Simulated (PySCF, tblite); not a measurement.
**C₃H₁₄GeSSi₂: geometry, infrared bands and NMR shifts**

What infrared bands and NMR shifts should C₃H₁₄GeSSi₂ (`CC[Si@H](C)[S][GeH2][SiH3]`) show?

The runs use tblite 0.8.0 and PySCF 2.14.0, with density-fitted response routines of our own; the level of theory stands in each step. All values are computed, except where a source is named. Atoms are numbered from 0 throughout.

## (1) The molecule as given

21 atoms, charge 0, multiplicity 1; geometry from: force field or distance geometry start.

Bonds of the start (Å): C0–C1 1.51, C1–Si2 1.86, Si2–C3 1.89, Si2–S4 2.13, S4–Ge5 2.23, Ge5–Si6 2.31, C0–H7 1.11, C0–H8 1.12, C0–H9 1.11, C1–H10 1.11, C1–H11 1.10, Si2–H12 1.48, C3–H13 1.10, C3–H14 1.13, C3–H15 1.11, Ge5–H16 1.56, Ge5–H17 1.55, Si6–H18 1.47, Si6–H19 1.47, Si6–H20 1.47.

## (2) Relaxing the molecule with GFN2-xTB

What the job is given:

```
{"job": {"kind": "relax", "xc": "GFN2-xTB", "basis": "xTB"}, "charge": 0, "multiplicity": 1}
C     -3.533500    -0.645600     0.009300
C     -2.234600    -1.412000    -0.006900
Si    -0.770500    -0.348600     0.432300
C     -1.162100     1.465400     0.093700
S      1.006100    -0.868200    -0.620700
Ge     2.511700     0.673700    -0.066400
Si     4.625200    -0.248400     0.065100
H     -4.153200    -1.005100    -0.835600
H     -4.130000    -0.849700     0.935600
H     -3.362700     0.440500    -0.139200
H     -2.299400    -2.225800     0.746600
H     -2.105100    -1.835100    -1.011500
H     -0.520100    -0.497800     1.886800
H     -1.638800     1.611800    -0.886800
H     -1.908400     1.798500     0.871500
H     -0.236000     2.079400     0.154600
H      2.106800     1.230100     1.339100
H      2.497200     1.875200    -1.049300
H      4.596600    -1.721000     0.085300
H      5.413800     0.183200    -1.102300
H      5.287900     0.316400     1.253200
```

Command:

```console
> OMP_NUM_THREADS=1 python probes_run.py task.json out
```

This one command runs all jobs of the session in turn.

**Question.** This job is followed by: GFN2-xTB harmonic vibrations, gas phase; GIAO PBE0/pcSseg-1 NMR shielding, non-relativistic, gas phase. Predict these results of the whole session: strongest single infrared mode (GFN2-xTB); zero-point energy (GFN2-xTB); ¹³C shifts against TMS (PBE0/pcSseg-1); ¹H shifts against TMS (PBE0/pcSseg-1, means over atoms taken as alike); ²⁹Si shifts against TMS (PBE0/pcSseg-1); ³³S shifts against CS2 (PBE0/pcSseg-1); ⁷³Ge shifts against GeMe4 (PBE0/pcSseg-1).

As calculated:

| quantity | value |
| --- | --- |
| strongest single infrared mode (GFN2-xTB) | 635 cm⁻¹, 920 km/mol |
| zero-point energy (GFN2-xTB) | 94.2 kcal/mol |
| ¹³C shifts against TMS (PBE0/pcSseg-1) | 12.7, 9.8, -2.9 ppm |
| ¹H shifts against TMS (PBE0/pcSseg-1, means over atoms taken as alike) | 4.96, 4.86, 4.72, 3.75, 1.07, 1.06, 0.91, 0.33 ppm |
| ²⁹Si shifts against TMS (PBE0/pcSseg-1) | 6.1, -104.8 ppm |
| ³³S shifts against CS2 (PBE0/pcSseg-1) | -307 ppm |
| ⁷³Ge shifts against GeMe4 (PBE0/pcSseg-1) | -187 ppm |

What this shows: Over 116 steps the energy fell by 0.483 eV; of the close pairs, C3–H14 changed most, 1.128 to 1.085 Å. The lowest mode is imaginary (32i cm⁻¹), so the xTB geometry is not a minimum. The strongest single mode, at 635 cm⁻¹, is spread over several atoms, H12, H17, H16 among them. Unscaled tight-binding wavenumbers are off by several per cent, some by more. Its intensities can rank the bands wrongly. At PBE0/pcSseg-1: Shielding is most anisotropic at Ge5 (span 252 ppm, paramagnetic term -1244 ppm). Spin-orbit coupling is left out, which matters for shieldings and couplings at and beside the heavy atoms.
